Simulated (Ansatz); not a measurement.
# C2H4BO (charge +1): molecular dynamics

The plan is to follow the molecule's vibrations and see whether its bonds hold. The start is relaxed first. Runs: 500 steps of 0.5 fs under a Langevin thermostat at 500 K. SMILES of the start: CB=C=[OH+].

Program: Ansatz 0.2.0. Level of theory: RKS r2SCANh-D4/STO-3G. These are calculated values, not measurements.

## 1. The starting structure

Bond lengths: C1–B2 1.494 Å, B2–C3 1.392 Å, C3–O4 1.228 Å, C1–H5 1.090 Å, C1–H6 1.100 Å, C1–H7 1.096 Å, O4–H8 0.994 Å. Angles: C1–B2–C3 176.8°, B2–C1–H5 115.4°, B2–C1–H6 110.0°, B2–C1–H7 112.5°, H5–C1–H6 106.9°, H5–C1–H7 109.2°, H6–C1–H7 101.9°, B2–C3–O4 178.4°, C3–O4–H8 119.5°.

As a file:

```xyz
8

C     0.4402    1.3700   -0.3747
B    -0.0262   -0.0056   -0.0237
C    -0.4792   -1.2979    0.2276
O    -0.8879   -2.4404    0.4166
H     0.7336    1.9931    0.4697
H     1.3099    1.3122   -1.0458
H    -0.2853    1.9149   -0.9900
H    -0.8052   -2.8464    1.3205
```

## 2. Relaxing the start

input.yaml reads:

```yaml
crystal:
  periodic: [false, false, false]
  atoms:
    - { symbol: C, position_ang: [0.44025, 1.37003, -0.37469] }
    - { symbol: B, position_ang: [-0.02624, -0.00558, -0.02374] }
    - { symbol: C, position_ang: [-0.47918, -1.29793, 0.22756] }
    - { symbol: O, position_ang: [-0.88786, -2.44039, 0.41658] }
    - { symbol: H, position_ang: [0.7336, 1.99311, 0.4697] }
    - { symbol: H, position_ang: [1.30986, 1.31225, -1.04584] }
    - { symbol: H, position_ang: [-0.28526, 1.91492, -0.99005] }
    - { symbol: H, position_ang: [-0.80517, -2.84642, 1.32048] }
total_charge: 1
basis:
  gaussian: { orbitals: STO-3G }
hamiltonian:
  xc: r2scanh
  dispersion: d4
relax:
  f_tol: 0.02
  max_steps: 40
scf:
  lower_state_search: "off"
```

Launch:

```bash
> ansatz run input.yaml --threads 1 --pin off --max-ram 2048MiB --backend cpu --events-out ev --progress --plain --runs-dir out
```

After this run come: The run.

Before running it: what results should come out? Wanted: relaxation of the start; temperature, first and last step; temperature, second half; potential energy, second half; bonds formed or broken.

The runs gave:

| quantity | value |
| --- | --- |
| relaxation of the start | 10 moves, 0.307 eV lower |
| length | 500 steps of 0.5 fs |
| temperature, first and last step | 438 and 221 K |
| temperature, second half | mean 304 K, from 134 to 545 K |
| potential energy, second half | +31 meV/atom from the start |
| bonds formed or broken | 0 |

What this shows: Against a set 500 K the second half averages 304 K, going from 274 to 221 K over that half; 31 meV/atom has gone into potential energy, and a thermostat that acts over some 200 fs has not made it up in 250 fs. No bond forms or breaks. 250 fs on 8 atoms is far too short and small for converged averages. The nuclei move classically, without zero-point motion, which matters most for hydrogen. The basis is very small, so the numbers are rough.
